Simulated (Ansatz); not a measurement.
# Ta4NiO11 (Cmmm) in Ansatz: relaxation of cell and atoms with RPBE

Aim: the relaxation of cell and atoms of Ta4NiO11 with RPBE.

Everything below comes from runs of Ansatz 0.2.0. Logs are shortened: lines on timing, memory, paths and dates and some standing lists are left out, and cuts for length are marked.

## Step 1: The structure

The structure is orthorhombic, space group Cmmm (No. 65). Conventional cell: a = 3.910 Å, b = 29.659 Å, c = 3.886 Å, α = 90.00°, β = 90.00°, γ = 90.00°. Ta (site symmetry m2m) has 5 O at 1.91 to 2.02 Å as nearest neighbours. Ta (site symmetry m2m) has 5 O at 1.91 to 1.99 Å as nearest neighbours. Around Ni (site symmetry mmm) lie 4 O at 1.88 to 1.95 Å. Around O (site symmetry m2m) lie 2 Ta at 1.91 Å. O (site symmetry m2m) has 3 Ta at 2.02 to 2.21 Å as nearest neighbours. O (site symmetry m2m) has 1 Ni at 1.88 Å and 2 Ta at 1.99 Å as nearest neighbours. O (site symmetry mmm) has 2 Ni at 1.95 Å and 2 Ta at 2.24 Å as nearest neighbours. O (site symmetry m2m) has 2 Ta at 1.95 Å as nearest neighbours.

The cell was built by a generator and needn't be a form met in nature.

## Step 2: Relaxation of cell and atoms, RPBE, collinear spin, ferromagnetic start

File input.yaml:

```yaml
crystal:
  lattice:
    - [1.95495, -14.82973, 0.0]
    - [1.95495, 14.82973, 0.0]
    - [0.0, 0.0, 3.8859]
  atoms:
    - { symbol: Ta, position: [0.20437, 0.79563, 0.0] }
    - { symbol: Ta, position: [0.92451, 0.07549, 0.0] }
    - { symbol: Ta, position: [0.07549, 0.92451, 0.0] }
    - { symbol: Ta, position: [0.79563, 0.20437, 0.0] }
    - { symbol: Ni, position: [0.5, 0.5, 0.0], spin: 1.0 }
    - { symbol: O, position: [0.13987, 0.86013, 0.0] }
    - { symbol: O, position: [0.72107, 0.27893, 0.0] }
    - { symbol: O, position: [0.43645, 0.56355, 0.0] }
    - { symbol: O, position: [0.56355, 0.43645, 0.0] }
    - { symbol: O, position: [0.0, 0.0, 0.0] }
    - { symbol: O, position: [0.86013, 0.13987, 0.0] }
    - { symbol: O, position: [0.27893, 0.72107, 0.0] }
    - { symbol: O, position: [0.9279, 0.0721, 0.5] }
    - { symbol: O, position: [0.0721, 0.9279, 0.5] }
    - { symbol: O, position: [0.79436, 0.20564, 0.5] }
    - { symbol: O, position: [0.20564, 0.79436, 0.5] }
hamiltonian:
  xc: rpbe
  pseudopotentials: { kind: paw }
magnetization:
  spin_polarized: true
kpoints:
  mp_grid: { grid: [5, 5, 5] }
scf:
  occupations: { method: fermi_dirac, width: 0.05 }
output:
  forces: true
  stress: true
  eigenvalues: true
  write_density: true
  write_potential: true
  elf: true
  volumetric_format: npy
relax:
  f_tol: 0.01
  max_steps: 40
  cell: { stress_tol: 0.05 }
```

Potentials or basis: Ansatz PAW.

The run is started by

```console
$ ansatz run input.yaml --threads 8 --pin off --max-ram 20480MiB --backend cpu --events-out ev --progress --plain --runs-dir out
```

What it wrote:

```text
Warning: RAYON_NUM_THREADS=8 ignored (pool sized by the plan → 8); use --threads N
basis.fft_grid_basis auto: the FFT boxes are laid along the combinations [[1, 1, 0], [0, 1, 0], [0, 0, 1]] of the cell's own vectors, 3.910, 14.958 and 3.886 Å long. The dense box has 27×100×27 points. Along the cell's own vectors, as sized, it would have 100×100×27, 3.70 times as many. Of the 8 symmetry operations that the crystal satisfies within crystal.symmetry.tolerance (time reversal apart; of a slab, those that keep its plane) the dense box along the cell's own vectors carries 8, and the one as laid loses 4 of those. basis.fft_grid_basis: typed keeps the cell's own vectors: state it where this run's energies or levels are differenced outside the engine with another run's, or held beside a run that keeps those vectors. Those combinations have planes normal to reciprocal vector 3, as the cell's own vectors have. Each planar average written beside output.write_density, output.write_potential has a row for each plane of the box: 27. The volumetric files lie along those combinations, not along the cell's own vectors: a cube or XSF file states them, and fields.json those of NumPy files.
Engine: ansatz 0.2.0, aarch64-unknown-linux-gnu
Pseudopotentials: kind: paw
Pseudopotential: Ta, paw, valence charge 13, recommended cutoff 420 eV (normal), Ta.paw.azcp
Pseudopotential: Ni, paw, valence charge 18, recommended cutoff 420 eV (normal), Ni.paw.azcp
Pseudopotential: O, paw, valence charge 6, recommended cutoff 420 eV (normal), O.paw.azcp
Functional definition: RPBE
  parameter kappa = 0.804
  parameter beta = 0.06672455060314922
  exchange = rpbe_x(kappa = kappa, mu = beta*pi^2/3)
  correlation = pbe_c(beta = beta)
Crystal: 16 atoms, lattice volume = 225.315 Å³
Basis set: ecut = 420 eV, 4447 PW (Γ), FFT grids on a1+a2, a2, a3, exchange–correlation on 54×200×54 points (8 copies of the dense FFT grid, shifted against one another)
Bands: 85, of which v1, the nominal top of the filled ones, is band 68 counted from 1 (67 counted from 0)
Symmetry: 8 space group operations
[... 244 lines left out ...]
  k-point 1 ↑: bands = ["-95.5647", "-61.3907", "-61.3843", "-61.2814", "-61.2814", "-56.2744", "-56.2703", "-55.1347", "-28.0569", "-27.9386", "-27.9230", "-27.8896", "-27.8687", "-27.8626", "-27.8290", "-27.8290", "-27.7795", "-27.7645", "-27.6658", "-27.6655", "-11.7409", "-11.4999", "-11.4660", "-10.8910", "-10.7745", "-10.5542", "-10.3108", "-9.9812", "-9.9014", "-9.8749", "-9.8725", "1.2025", "1.2376", "1.8961", "1.9795", "2.2270", "2.6752", "2.6923", "2.7562", "3.0032", "3.0658", "3.2754", "3.4380", "3.4582", "3.7577", "3.8306", "4.0577", "4.1663", "4.2703", "4.4155", "4.4603", "4.5276", "4.5514", "4.7649", "4.9793", "5.1104", "5.1407", "5.1859", "5.1985", "5.3589", "5.4238", "5.6707", "5.9541", "6.0559", "6.3026", "6.4704", "6.9074", "7.3139", "7.3649", "9.9667", "10.1694", "10.1999", "10.2858", "10.3270", "10.3358", "10.3597", "10.4974", "11.4935", "11.5857", "11.8096", "11.9817", "12.1986", "12.8589", "13.0630", "13.5052"]
  k-point 2 ↑: bands = ["-95.5647", "-61.3905", "-61.3840", "-61.2811", "-61.2811", "-56.2744", "-56.2703", "-55.1348", "-28.0543", "-27.9361", "-27.9206", "-27.8871", "-27.8664", "-27.8602", "-27.8382", "-27.8266", "-27.8266", "-27.8221", "-27.7240", "-27.7237", "-11.7010", "-11.4446", "-11.4322", "-10.8732", "-10.7588", "-10.5168", "-10.2961", "-9.2391", "-9.1300", "-9.1257", "-9.1184", "1.2202", "1.2538", "1.3853", "1.5091", "1.5309", "1.5321", "1.9517", "2.0171", "2.2819", "2.2852", "2.7131", "2.7504", "2.8576", "2.9177", "3.1112", "3.8400", "3.8610", "4.0771", "4.0794", "4.1867", "4.2907", "4.2929", "4.3835", "4.4319", "4.5046", "4.6058", "4.6349", "4.7537", "4.9000", "5.1323", "5.6024", "6.2415", "6.2783", "6.4065", "6.4572", "7.0374", "7.2766", "7.4429", "10.2578", "10.3373", "11.6393", "11.7630", "11.8053", "11.8067", "11.8330", "11.8476", "11.8746", "12.0153", "12.6556", "12.6892", "12.9995", "13.1027", "13.3365", "13.7698"]
  k-point 26 ↓: bands = ["-95.1572", "-61.3904", "-61.3840", "-61.2816", "-61.2816", "-55.9694", "-55.8250", "-54.6834", "-28.0539", "-27.9393", "-27.9205", "-27.8794", "-27.8663", "-27.8658", "-27.8382", "-27.8274", "-27.8273", "-27.8221", "-27.7250", "-27.7247", "-11.6837", "-11.4747", "-11.4082", "-10.8796", "-10.7314", "-10.4469", "-10.3057", "-9.2390", "-9.1307", "-9.1205", "-9.1174", "0.9827", "1.3848", "1.4791", "1.5147", "1.5326", "1.7830", "1.9461", "2.1135", "2.2380", "2.3019", "2.3987", "2.5973", "2.7554", "3.1832", "3.4205", "3.6599", "3.8859", "4.0726", "4.0823", "4.1930", "4.2771", "4.3235", "4.3503", "4.4123", "4.5477", "4.6393", "4.6708", "4.7208", "5.0668", "5.1328", "5.5748", "6.2591", "6.4520", "6.6275", "6.9955", "7.0508", "7.4285", "7.9989", "10.2204", "10.3785", "11.6465", "11.7334", "11.8004", "11.8119", "11.8472", "11.8784", "11.9131", "11.9693", "12.5821", "12.6411", "12.8785", "13.2738", "13.6332", "13.8445"]
--- Relaxed structure (6 steps of the walk, 6 accepted, 2 SCFs on fresh bases) ---
  F+E_penalty+E_count = -51898.66414519 eV   max|allowed force component| = 6.857e-3 eV/Å   (the final SCF, on the basis selected at the relaxed cell)
  cell:  # Å, volume = 229.1415 Å³
    - [1.9672416281490557, -14.915353708094775, 0.0]
    - [1.9672416281490557, 14.915353708094775, 0.0]
    - [0.0, 0.0, 3.90465367853121]
  atoms:
    - { symbol: Ta, position: [0.20423941169141746, 0.7957605883085824, 0.0] }
    - { symbol: Ta, position: [0.9244817181713243, 0.07551828182867576, 0.0] }
    - { symbol: Ta, position: [0.07551828182867576, 0.9244817181713243, 0.0] }
    - { symbol: Ta, position: [0.7957605883085824, 0.20423941169141746, 0.0] }
    - { symbol: Ni, position: [0.5, 0.5, 0.0] }
    - { symbol: O, position: [0.1398330975702296, 0.8601669024297702, 0.0] }
    - { symbol: O, position: [0.7209871691186966, 0.27901283088130335, 0.0] }
    - { symbol: O, position: [0.43648788474280187, 0.5635121152571981, 0.0] }
    - { symbol: O, position: [0.5635121152571981, 0.43648788474280187, 0.0] }
    - { symbol: O, position: [1.370813274017876e-21, -1.3708132740181585e-21, 0.0] }
    - { symbol: O, position: [0.8601669024297702, 0.1398330975702296, 0.0] }
    - { symbol: O, position: [0.27901283088130335, 0.7209871691186966, 0.0] }
    - { symbol: O, position: [0.9276751629989253, 0.07232483700107456, 0.49999999999999994] }
    - { symbol: O, position: [0.07232483700107456, 0.9276751629989253, 0.49999999999999994] }
    - { symbol: O, position: [0.7946219072043486, 0.2053780927956515, 0.49999999999999994] }
    - { symbol: O, position: [0.2053780927956515, 0.7946219072043486, 0.49999999999999994] }
```

Wall time 2.4 min (8 threads of Arm Neoverse V2, shared host); peak memory 1.6 GiB.

What came out:

- Free energy: -51898.6641 eV
- Relaxed volume: 14.32 Å³/atom
- Relaxed cell: a = 15.045 Å, b = 15.045 Å, c = 3.905 Å, α = 90.00°, β = 90.00°, γ = 164.97°
- Space group after relaxing (to 0.05 Å): Cmmm (No. 65)
- Energy gained by relaxing: 2.5 meV/atom
- Ionic steps: 8
- Pressure after relaxing: 0.0 GPa
- Largest force after relaxing: 0.007 eV/Å
- Band gap on the k mesh: none (metal or under the smearing width)
- Net moment: 0.40 μB per cell
- Absolute moment: 0.48 μB per cell
- Site moments: Ta +0.00, -0.00; Ni +0.32; O +0.00, -0.00, +0.06 μB

Forces in eV/Å, atoms in the order of the input:
```
Ta   0.000 -0.005  0.000
Ta   0.000 -0.007  0.000
Ta   0.000  0.007  0.000
Ta   0.000  0.005  0.000
Ni   0.000  0.000  0.000
O    0.000  0.001  0.000
O    0.000  0.000  0.000
O    0.000  0.001  0.000
O    0.000 -0.001  0.000
O    0.000  0.000  0.000
O    0.000 -0.001  0.000
O    0.000  0.000  0.000
O    0.000  0.002  0.000
O    0.000 -0.002  0.000
O    0.000  0.000  0.000
O    0.000  0.000  0.000
```

Step by step:
```tsv
step	energy change (eV)	largest force (eV/Å)	volume (Å³)
1	0.0000	0.0516	225.32
2	-0.0250	0.0702	229.32
3	-0.0270	0.0340	229.01
4	-0.0271	0.0093	229.01
5	-0.0406	0.0091	229.01
6	-0.0402	0.0134	229.14
7	-0.0402	0.0068	229.14
8	-0.0407	0.0069	229.14
```

Final structure:
```
CELL_PARAMETERS angstrom
1.96724 -14.91535 0.00000
1.96724 14.91535 0.00000
0.00000 0.00000 3.90465
ATOMIC_POSITIONS crystal
Ta 0.20424 0.79576 0.00000
Ta 0.92448 0.07552 0.00000
Ta 0.07552 0.92448 0.00000
Ta 0.79576 0.20424 0.00000
Ni 0.50000 0.50000 0.00000
O 0.13983 0.86017 0.00000
O 0.72099 0.27901 0.00000
O 0.43649 0.56351 0.00000
O 0.56351 0.43649 0.00000
O 0.00000 0.00000 0.00000
O 0.86017 0.13983 0.00000
O 0.27901 0.72099 0.00000
O 0.92768 0.07232 0.50000
O 0.07232 0.92768 0.50000
O 0.79462 0.20538 0.50000
O 0.20538 0.79462 0.50000
```

Levels at points of the mesh, in eV from the Fermi level:
Spin up:
```csv
k point,band 64,band 65,band 66,band 67,band 68,band 69,band 70,band 71,band 72,band 73
"(0.00, 0.00, 0.00)",-1.87,-1.63,-1.38,-1.08,-0.56,-0.56,0.94,1.19,1.21,1.36
```
Spin down:
```csv
k point,band 65,band 66,band 67,band 68,band 69,band 70,band 71,band 72
"(0.00, 0.00, 0.00)",-1.23,-1.03,-0.91,-0.42,-0.11,0.94,1.19,1.23
```

Caveat: the plane-wave basis is chosen anew once the cell has moved, so the energies of steps on either side of that aren't comparable; the pressure holds a Pulay correction of +0.5 GPa for the finite cutoff; a cell with one magnetic atom can't hold antiferromagnetic order, which such compounds often take; semilocal functionals often make such compounds metallic where correlation or magnetic order opens a gap, which also shifts bond lengths; the PAW data sets come from PBE, with cores solved anew for the run's functional, which leaves a small shift of forces and pressure. Spin-orbit coupling is left out, which matters for the levels of Ta.
